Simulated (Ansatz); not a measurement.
**GaH2− (triplet): wave-function methods side by side at a displaced geometry (v2), aug-cc-pVDZ**

An exercise on one series of results from a longer session: the logs are not shown, and one member is left open.

Method: aug-cc-pVDZ, core rule «outside noble gas», up to 14 orbitals frozen; program: Ansatz 0.2.0, Gaussian basis.

To be run: UHF; CCSD(T) on ROHF; CCSD(T) on UHF; BCCD(T) on ROHF; CISD as a restricted active space (open shells left free, so some higher excitations enter); CCSDT(Q) on ROHF; CCSDT(Q) on UHF; CASSCF and MRCISD+Q, 6 electrons in 6 orbitals; CASSCF and NEVPT2, 6 electrons in 6 orbitals.

26 further runs of the same task are left out: 10 that didn't finish, 16 set aside as unsound or not needed. Runs told in other sessions of the task aren't counted.

### What is computed

The geometry is a PBE0/def2-TZVPD stationary point (not a proven minimum) with its atoms shifted at random (size 0.100 Å). No spin-orbit coupling is included. The filled d shell of Ga may be among the frozen orbitals whatever the setting's name suggests.

3 atoms, charge -1, spin multiplicity 3.

Atoms are counted from 1 here; the program's logs count them from 0.

Bond lengths: Ga1–H2 1.613 Å, Ga1–H3 1.604 Å. Angles: H2–Ga1–H3 120.3°.

Set-up of the first run:

The input, in.yaml:

```yaml
crystal:
  periodic: [false, false, false]
  atoms:
    - {symbol: Ga, position_ang: [0.003556, -0.022209, -0.000211]}
    - {symbol: H, position_ang: [-0.161318, 0.784344, -1.387629]}
    - {symbol: H, position_ang: [-0.084697, 0.751920, 1.402215]}
basis:
  gaussian: {orbitals: aug-cc-pVDZ}
total_charge: -1
magnetization: {spin_polarized: true, initial_magnetization: 2}
hamiltonian: {xc: hf}
output: {orbitals: {seedname: orbitals}}
```

Started as:

```bash
> ansatz run in.yaml --threads 1 --pin off --events-out ev --progress --plain --max-ram 2393MiB
```

Among the steps run: UHF; CCSD(T) on ROHF; CCSD(T) on UHF; BCCD(T) on ROHF; CISD as a restricted active space (open shells left free, so some higher excitations enter); CCSDT(Q) on ROHF; CCSDT(Q) on UHF; CASSCF and MRCISD+Q, 6 electrons in 6 orbitals; CASSCF and NEVPT2, 6 electrons in 6 orbitals.

One of the session's tables, all rows but one given; the rest of the session is left out.

It belongs to the step «Misses and costs». 

```
          method  from UCCSDT(Q) (meV)
            ROHF               +2564.2
             UHF               +2528.8
            RMP2                +667.3
            UMP2                +656.0
            CISD                +160.8
           RCCSD                 +87.0
           UCCSD                 +78.8
        RCCSD(T)                     ?
        UCCSD(T)                 +20.7
         BCCD(T)                 +28.2
          RCCSDT                  +9.2
          UCCSDT                  +1.4
       RCCSDT(Q)                  +7.8
       UCCSDT(Q)                     0
  CASSCF valence               +1766.6
  NEVPT2 valence                +623.0
  MRCISD valence                 +92.0
MRCISD+Q valence                  +3.2
```

**Question.** Estimate the row for RCCSD(T).

As computed: from UCCSDT(Q) (meV): +28.4. In the column «from UCCSDT(Q) (meV)» it lies between BCCD(T) (+28.2) and UCCSD (+78.8).

Limits of these values: Restricted and unrestricted rows rest on different reference determinants; a gap between their highest levels can come from leftover correlation error, from unlike frozen cores or from another state.
